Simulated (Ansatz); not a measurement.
# C2H6Cl3NSi: the cost of one run

All numbers below are computed with Ansatz 0.2.0 (RKS PBE0/STO-3G).

## 1. The structure to begin with

Bond lengths: Si1–N2 1.820 Å, N2–C3 1.470 Å, C3–H4 1.110 Å, C3–H5 1.110 Å, C3–H6 1.110 Å, N2–C7 1.470 Å, C7–H8 1.110 Å, C7–H9 1.110 Å, C7–H10 1.110 Å, Si1–Cl11 2.130 Å, Si1–Cl12 2.128 Å, Si1–Cl13 2.128 Å. Angles (14 of 21 angles, heavy atoms first): Si1–N2–C3 120.0°, Si1–N2–C7 120.0°, C3–N2–C7 120.0°, N2–Si1–Cl11 109.4°, N2–Si1–Cl12 109.5°, N2–Si1–Cl13 109.5°, Cl11–Si1–Cl12 109.5°, Cl11–Si1–Cl13 109.5°, Cl12–Si1–Cl13 109.5°, N2–C3–H4 109.5°, N2–C3–H5 109.5°, N2–C3–H6 109.5°, N2–C7–H8 109.5°, N2–C7–H9 109.5°.

As a file:

```xyz
13

Si    0.0000    0.0000    0.0000
N     0.0000    0.0000    1.8200
C    -1.2162   -0.3762    2.5550
H    -1.8642   -0.9999    1.9045
H    -0.9378   -0.9533    3.4614
H    -1.7663    0.5401    2.8549
C     1.2162    0.3762    2.5550
H     1.4641   -0.4163    3.2916
H     2.0585    0.4943    1.8418
H     1.0457    1.3351    3.0874
Cl    2.0086    0.0000   -0.7093
Cl   -1.0032    1.7381   -0.7093
Cl   -1.0032   -1.7381   -0.7093
```

## 2. Relaxing the start

The input, input.yaml:

```yaml
crystal:
  periodic: [false, false, false]
  atoms:
    - { symbol: Si, position_ang: [0.0, 0.0, 0.0] }
    - { symbol: "N", position_ang: [0.0, 0.0, 1.82] }
    - { symbol: C, position_ang: [-1.2162, -0.3762, 2.555] }
    - { symbol: H, position_ang: [-1.8642, -0.9999, 1.9045] }
    - { symbol: H, position_ang: [-0.9378, -0.9533, 3.4614] }
    - { symbol: H, position_ang: [-1.7663, 0.5401, 2.8549] }
    - { symbol: C, position_ang: [1.2162, 0.3762, 2.555] }
    - { symbol: H, position_ang: [1.4641, -0.4163, 3.2916] }
    - { symbol: H, position_ang: [2.0585, 0.4943, 1.8418] }
    - { symbol: H, position_ang: [1.0457, 1.3351, 3.0874] }
    - { symbol: Cl, position_ang: [2.0086, 0.0, -0.7093] }
    - { symbol: Cl, position_ang: [-1.0032, 1.7381, -0.7093] }
    - { symbol: Cl, position_ang: [-1.0032, -1.7381, -0.7093] }
basis:
  gaussian: { orbitals: STO-3G }
hamiltonian:
  xc: pbe0
relax:
  f_tol: 0.02
  max_steps: 40
output:
  orbitals: {}
```

The run is started by

```sh
> ansatz run input.yaml --threads 1 --pin off --max-ram 2048MiB --backend cpu --events-out ev --progress --plain --runs-dir out
```

**Question.** How long does this run take on 1 thread of Intel Xeon Platinum 8488C (Sapphire Rapids), shared host, and how much memory does it need?

About 28 s, with a peak of 0.19 GiB.
